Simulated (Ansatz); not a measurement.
Write a Python script for Ansatz's Python interface that makes a geometry optimisation of C₂H₈AlFSi, SMILES [CH3][Al]([SiH3])[CH2]F. Settings: PBE0, def2-SVP basis, multiplicity 1, D4 dispersion.

```xyz
13

C    -2.0139   -0.3244   -0.1120
Al   -0.1105    0.0806   -0.0678
Si    1.3437   -1.5711    0.7038
C     0.6725    1.8544   -0.6735
F     1.2645    2.4478    0.3581
H    -2.2566   -1.1335   -0.7857
H    -2.5652    0.6139   -0.5146
H    -2.3867   -0.4866    0.8935
H     1.0396   -1.8975    2.1487
H     2.7553   -1.0578    0.6834
H     1.2509   -2.7705   -0.1056
H     1.3198    1.6974   -1.4979
H    -0.2929    2.5123   -1.0156
```

`opt_c2h8alfsi.py`:
```python
"""Relax the C2H8AlFSi molecule."""

import itertools

import ansatz
from ase.data import atomic_numbers, covalent_radii
import numpy as np

BASIS = "def2-SVP"
FUNCTIONAL = "pbe0"
DISPERSION = "d4"

geometry_ang = [
    ("C", [-2.0139, -0.3244, -0.112]),
    ("Al", [-0.1105, 0.0806, -0.0678]),
    ("Si", [1.3437, -1.5711, 0.7038]),
    ("C", [0.6725, 1.8544, -0.6735]),
    ("F", [1.2645, 2.4478, 0.3581]),
    ("H", [-2.2566, -1.1335, -0.7857]),
    ("H", [-2.5652, 0.6139, -0.5146]),
    ("H", [-2.3867, -0.4866, 0.8935]),
    ("H", [1.0396, -1.8975, 2.1487]),
    ("H", [2.7553, -1.0578, 0.6834]),
    ("H", [1.2509, -2.7705, -0.1056]),
    ("H", [1.3198, 1.6974, -1.4979]),
    ("H", [-0.2929, 2.5123, -1.0156]),
]
geometry = ansatz.Crystal.molecule()
for symbol, xyz in geometry_ang:
    geometry = geometry.atom(symbol, xyz)

setup = (
    geometry.calculation()
    .basis(gaussian=BASIS)
    .functional(FUNCTIONAL, dispersion=DISPERSION)
)
symbols = [site.symbol for site in geometry.cartesian_sites]
start = np.array([site.position_ang for site in geometry.cartesian_sites], dtype=float)
def progress(event):
    if event["event"] == "relax_step":
        row = event["data"]
        print(f"step {row['step']:3d}  E = {row['lagrangian_ev']:.6f} eV  largest force component {row['allowed_force_max_ev_ang']:.4f} eV/A")


r = setup.relax(force_tolerance=0.01, max_steps=100).session().plan().execute(on_event=progress).report
end = np.array(r["positions_ang"])

print("reference energy %16.6f eV" % r["reference_energy_ev"])
print("total energy     %16.6f eV" % r["free_energy_ev"])
print("occupied orbitals outside the frozen core (up, down):", r["n_occupied"], " frozen:", r["n_frozen"], " virtual:", r["n_virtual"])

# pairs closer than 1.2 times the sum of covalent radii, before or after
radius = [covalent_radii[atomic_numbers[s]] for s in symbols]
span = lambda where, i, j: np.linalg.norm(where[i] - where[j])
bonded = [(i, j) for i, j in itertools.combinations(range(len(symbols)), 2) if min(span(start, i, j), span(end, i, j)) < 1.2 * (radius[i] + radius[j])]
print("pair        before    after (A)")
for i, j in bonded:
    print(f"{symbols[i]}{i}-{symbols[j]}{j}".ljust(10), f"{span(start, i, j):8.4f} {span(end, i, j):8.4f}")
```

Output of `python opt_c2h8alfsi.py`:
```text
step   1  E = -19374.920633 eV  largest force component 4.8194 eV/A
step   2  E = -19375.404989 eV  largest force component 1.6927 eV/A
step   3  E = -19375.470552 eV  largest force component 0.4117 eV/A
step   4  E = -19375.461496 eV  largest force component 0.5101 eV/A
step   5  E = -19375.488680 eV  largest force component 0.0978 eV/A
step   6  E = -19375.493064 eV  largest force component 0.1541 eV/A
step   7  E = -19375.495369 eV  largest force component 0.3102 eV/A
step   8  E = -19375.505433 eV  largest force component 0.0726 eV/A
step   9  E = -19375.499269 eV  largest force component 0.1953 eV/A
step  10  E = -19375.507097 eV  largest force component 0.0333 eV/A
step  11  E = -19375.510255 eV  largest force component 0.1598 eV/A
step  12  E = -19375.511737 eV  largest force component 0.3107 eV/A
step  13  E = -19375.514543 eV  largest force component 0.1575 eV/A
step  14  E = -19375.516559 eV  largest force component 0.0584 eV/A
step  15  E = -19375.515398 eV  largest force component 0.3855 eV/A
step  16  E = -19375.516072 eV  largest force component 0.1441 eV/A
step  17  E = -19375.517416 eV  largest force component 0.0109 eV/A
step  18  E = -19375.517903 eV  largest force component 0.1480 eV/A
step  19  E = -19375.518603 eV  largest force component 0.1021 eV/A
step  20  E = -19375.519055 eV  largest force component 0.0270 eV/A
step  21  E = -19375.519132 eV  largest force component 0.0129 eV/A
step  22  E = -19375.519189 eV  largest force component 0.0200 eV/A
step  23  E = -19375.519210 eV  largest force component 0.0096 eV/A
reference energy    -19375.316518 eV
total energy        -19375.519242 eV
occupied orbitals outside the frozen core (up, down): [28, 28]  frozen: 0  virtual: [90, 90]
pair        before    after (A)
C0-Al1       1.9465   1.9591
C0-H5        1.0805   1.1037
C0-H6        1.1604   1.1017
C0-H7        1.0846   1.1044
Al1-Si2      2.3320   2.4575
Al1-C3       2.0313   1.9886
Si2-H8       1.5122   1.5017
Si2-H9       1.5022   1.4965
Si2-H10      1.4499   1.5013
C3-F4        1.3292   1.3874
C3-H11       1.0598   1.1094
C3-H12       1.2173   1.1094
```

Notes:
- Total energies depend on the basis set; only differences at equal settings carry meaning.
- The end point is the stationary point reached from this start; no frequency run checks that it is a minimum, and the basis set is modest.
- Total less reference energy is the dispersion correction.
- Finished in 2.5 min on 1 thread of Arm Neoverse V2, with other jobs on the host, peak memory 0.32 GiB.
